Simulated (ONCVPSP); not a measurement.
# An ONCV potential for Sn, from input to tests

Aim: build the potential from the settings below, then test how well it stands in for the atom: other configurations, scattering, ghost states and the plane-wave cutoff that it needs.

Method: ONCVPSP 4.0.1.1 (patched build), PBE, scalar-relativistic.

### Step 1. Starting point

Typed settings, in words:

```json
{"element": "tin (Sn, Z = 50)", "type": "optimised norm-conserving Vanderbilt (ONCV)", "frozen core": "[Ar] 3d10", "valence charge": "22", "reference configuration": "4s2 4p6 4d10 5s2 5p2", "partial waves": "4s+5s: rc 1.25 bohr, ncon 5, nbas 9, qcut 9.1 1/bohr, 2 projectors; 4p+5p: rc 1.35 bohr, ncon 4, nbas 8, qcut 11.1 1/bohr, 2 projectors; 4d: rc 1.40 bohr, ncon 4, nbas 8, qcut 12.3 1/bohr, 2 projectors, debl 2.5 Ha", "local potential": "polynomial inside 0.90 bohr (lpopt 5, dvloc0 4 Ha)", "core correction": "not asked for"}
```

An earlier all-electron run gives the scale for the radii.

All-electron outer shells of the reference configuration (PBE, scalar-relativistic, ld1.x):

```json
{"shell": "3p", "level (eV)": "-698.81", "outermost node (bohr)": "0.14", "outermost maximum (bohr)": "0.30"}
{"shell": "3d", "level (eV)": "-473.43", "outermost node (bohr)": "–", "outermost maximum (bohr)": "0.25"}
{"shell": "4s", "level (eV)": "-133.93", "outermost node (bohr)": "0.40", "outermost maximum (bohr)": "0.74"}
{"shell": "4p", "level (eV)": "-89.70", "outermost node (bohr)": "0.41", "outermost maximum (bohr)": "0.79"}
{"shell": "4d", "level (eV)": "-25.84", "outermost node (bohr)": "0.39", "outermost maximum (bohr)": "0.88"}
{"shell": "5s", "level (eV)": "-10.55", "outermost node (bohr)": "0.98", "outermost maximum (bohr)": "2.01"}
{"shell": "5p", "level (eV)": "-3.69", "outermost node (bohr)": "1.09", "outermost maximum (bohr)": "2.55"}
```

### Step 2. Generation

Sn.dat

```
# ATOM AND REFERENCE CONFIGURATION
# atsym  z   nc   nv     iexc    psfile
  Sn 50.00    6    5        4      upf
#
#   n    l    f
    1    0    2.00
    2    0    2.00
    2    1    6.00
    3    0    2.00
    3    1    6.00
    3    2   10.00
    4    0    2.00
    4    1    6.00
    4    2   10.00
    5    0    2.00
    5    1    2.00
#
# PSEUDOPOTENTIAL AND OPTIMIZATION
# lmax
    2
#
#   l,   rc,      ep,       ncon, nbas, qcut
    0    1.25    0.00    5    9    9.10
    1    1.35    0.00    4    8   11.10
    2    1.40    0.00    4    8   12.30
#
# LOCAL POTENTIAL
# lloc, lpopt,  rc(5),   dvloc0
    4    5    0.90    4.00
#
# VANDERBILT-KLEINMAN-BYLANDER PROJECTORs
# l, nproj, debl
    0    2    0.60
    1    2    3.80
    2    2    2.50
#
# MODEL CORE CHARGE
# icmod, fcfact, rcfact
    0    0.00    0.00
#
# LOG DERIVATIVE ANALYSIS
# epsh1, epsh2, depsh
   -6.00    5.00    0.04
#
# OUTPUT GRID
# rlmax, drl
    6.00    0.01
#
# TEST CONFIGURATIONS
# ncnf
    4
# nvcnf
#   n    l    f
    5
    4    0    2.00
    4    1    6.00
    4    2   10.00
    5    0    2.00
    5    1    1.00
#
    5
    4    0    2.00
    4    1    6.00
    4    2   10.00
    5    0    2.00
    5    1    0.00
#
    5
    4    0    2.00
    4    1    6.00
    4    2   10.00
    5    0    1.00
    5    1    0.00
#
    5
    4    0    2.00
    4    1    6.00
    4    2    9.00
    5    0    2.00
    5    1    2.00
#
```

Run with:

```console
$ oncvpsp.x < Sn.dat > Sn.out
```

What does the calculation give? Wanted: cutoffs for 1 and 0.1 mHa per electron, occupied waves; bound ghosts; GHOST(+) flags; largest test error; largest phase difference near zero energy, channels read.

As calculated:

| quantity | value |
| --- | --- |
| cutoffs for 1 and 0.1 mHa per electron, occupied waves | 46 Ha and 92 Ha |
| bound ghosts | none found |
| GHOST(+) flags | s at 309 eV |
| largest test error (AE − PS) | -10 meV, for 4s2 4p6 4d10 5s1 5p0 |
| largest phase difference near zero energy, channels read | 0.000 rad |

In words: By total energies transferability is good: the largest error is 10 meV on 51.8 eV, for 4s2 4p6 4d10 5s1 5p0. The potential is hard: the looser tolerance needs 46 Ha. At the looser tolerance the 4d wave is the slowest; 4s needs 38 Ha. The program's ghost test flags no bound state. Near zero energy the phases of the channels with partial waves agree within 0.001 rad. The program also flags highly localised states, GHOST(+) (s). These are tests on the free atom; a crystal test is still owed.
